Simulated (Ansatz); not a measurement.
# F₂H₄OSi₂ (built from SMILES F[Si]F.O[SiH3]): a reaction path by the nudged elastic band

Aim: the minimum-energy path between two given structures and its highest point. Both ends were relaxed at PBE0-D4 in triple zeta.

Computed with Ansatz 0.2.0, Gaussian basis. Level: PBE0-D4/def2-SVP.

17 further runs of the same task are left out: 1 that didn't finish, 16 set aside as unsound or not needed.

## 1. The starting structure

The first end: 9 atoms, charge 0, spin multiplicity 1.

Atoms are counted from 1 here; the program's logs count them from 0.

Bond lengths: Si1–F2 1.638 Å, Si1–F3 1.626 Å, H4–O5 0.962 Å, O5–Si6 1.704 Å, Si6–H7 1.484 Å, Si6–H8 1.474 Å, Si6–H9 1.475 Å. Angles: F2–Si1–F3 98.9°, H4–O5–Si6 116.7°, O5–Si6–H7 104.3°, O5–Si6–H8 107.5°, O5–Si6–H9 110.3°, H7–Si6–H8 111.0°, H7–Si6–H9 110.5°, H8–Si6–H9 112.8°.

Coordinates:

```xyz
9
F2H4OSi2
Si   -1.4710   -1.5485    0.2064
F     0.0114   -1.8224    0.8480
F    -1.1042   -1.7481   -1.3655
H    -1.3503    1.0135   -0.4496
O    -0.7988    0.4387    0.0892
Si    0.8623    0.8144    0.1568
H     0.9342    2.2360   -0.2641
H     1.2967    0.6562    1.5562
H     1.6196   -0.0395   -0.7775
```

The second end:

| atom | x (Å) | y (Å) | z (Å) |
| --- | --- | --- | --- |
| Si1 | -1.27115 | -0.90885 | 0.00770 |
| F2 | -1.08078 | -1.70242 | 1.36283 |
| F3 | -0.93781 | -1.92161 | -1.16088 |
| H4 | -2.66298 | -0.47052 | -0.10877 |
| O5 | -0.26861 | 0.33634 | -0.04470 |
| Si6 | 1.23063 | 1.01278 | -0.01898 |
| H7 | 1.06222 | 2.47915 | -0.14325 |
| H8 | 1.90077 | 0.68281 | 1.26208 |
| H9 | 2.02761 | 0.49253 | -1.15612 |

## 2. The band at PBE0-D4/def2-SVP

File neb/in.yaml:

```yaml
crystal:
  periodic: [false, false, false]
  atoms:
    - {symbol: Si, position_ang: [-1.470956, -1.548536, 0.206362]}
    - {symbol: F, position_ang: [0.011448, -1.822427, 0.847958]}
    - {symbol: F, position_ang: [-1.104188, -1.748138, -1.365472]}
    - {symbol: H, position_ang: [-1.350333, 1.013482, -0.449600]}
    - {symbol: O, position_ang: [-0.798819, 0.438675, 0.089179]}
    - {symbol: Si, position_ang: [0.862254, 0.814394, 0.156841]}
    - {symbol: H, position_ang: [0.934217, 2.236026, -0.264054]}
    - {symbol: H, position_ang: [1.296683, 0.656247, 1.556177]}
    - {symbol: H, position_ang: [1.619593, -0.039524, -0.777492]}
basis:
  gaussian: {orbitals: def2-SVP}
hamiltonian: {xc: pbe0, dispersion: d4}
neb:
  images: 5
  climbing: true
  max_iterations: 40
  initial_path: idpp
  final_atoms:
    - {symbol: Si, position_ang: [-1.271152, -0.908855, 0.007704]}
    - {symbol: F, position_ang: [-1.080780, -1.702421, 1.362828]}
    - {symbol: F, position_ang: [-0.937815, -1.921606, -1.160881]}
    - {symbol: H, position_ang: [-2.662980, -0.470523, -0.108771]}
    - {symbol: O, position_ang: [-0.268610, 0.336343, -0.044702]}
    - {symbol: Si, position_ang: [1.230631, 1.012781, -0.018980]}
    - {symbol: H, position_ang: [1.062220, 2.479146, -0.143254]}
    - {symbol: H, position_ang: [1.900773, 0.682807, 1.262077]}
    - {symbol: H, position_ang: [2.027613, 0.492528, -1.156121]}
```

Started as:

```
$ ansatz run in.yaml --threads 4 --pin off --events-out ev --progress --plain --max-ram 9574MiB
```

What does the calculation give? Wanted: from earlier runs: barrier over the separately found saddle, CCSD(T)/def2-TZVPP.

The runs gave:

| quantity | value |
| --- | --- |
| PBE0-D4/def2-SVP, 38 iterations | highest 119.2 kJ/mol (image 3), last end -206.2 kJ/mol |
| from earlier runs: barrier over the separately found saddle, CCSD(T)/def2-TZVPP | 116.5 kJ/mol |

What this shows: The highest image lies 119.2 kJ/mol above the first end, and it climbed, so it estimates the saddle. The ends are not quite minima at this level (largest force component 0.97 eV/Å), so the heights are unreliable: relaxing the first end would lower it and raise the barrier above it. The highest image is 2.7 kJ/mol above the CCSD(T) barrier in triple zeta, which comes from separate runs on the saddle.
